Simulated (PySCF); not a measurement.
# C3H5GaO2: the cost of one run

The runs use PySCF 2.14.0, with density-fitted response routines of our own; the level of theory stands in each step. All values are computed, except where a source is named. Atoms are numbered from 0 throughout.

### Step 1. The starting structure

11 atoms, charge 0, multiplicity 1; geometry from: GFN2-xTB. The atoms were then displaced at random by about 0.01 Å, so the start is not that level's minimum.

Bonds of the start (Å): C0–C1 1.37, C1–O2 1.28, O2–Ga3 1.90, Ga3–O4 1.92, O4–C5 1.27, C5–C0 1.43, C0–H6 1.07, C1–H7 1.11, Ga3–H8 1.53, Ga3–H9 1.56, C5–H10 1.09.

### Step 2. Optimising the geometry at PBE0-D3(BJ)/def2-SVP

What the job is given:

```
{"job": {"xc": "PBE0", "basis": "def2-SVP", "d3": "d3bj", "grid": 1, "shake": 0.01, "kind": "geom"}, "charge": 0, "multiplicity": 1}
C      1.384380     0.396760     0.006470
C      1.057840    -0.916870     0.236600
O     -0.113310    -1.427820     0.256480
Ga    -1.777590    -0.559470    -0.013160
O     -0.883390     1.115840    -0.279850
C      0.359180     1.359050    -0.238950
H      2.401870     0.739480     0.005170
H      1.914800    -1.596220     0.417700
H     -2.391800    -1.015650    -1.335570
H     -2.566290    -0.514690     1.336770
H      0.652420     2.393740    -0.407330
```

On the command line:

```sh
$ OMP_NUM_THREADS=1 python probes_run.py task.json out
```

One launch serves the whole session: the jobs run in the order shown.

Q: Estimate the wall time and peak memory of this first job on 1 thread of Arm Neoverse V1, shared host.

About 91 s, with a peak of 0.53 GiB.
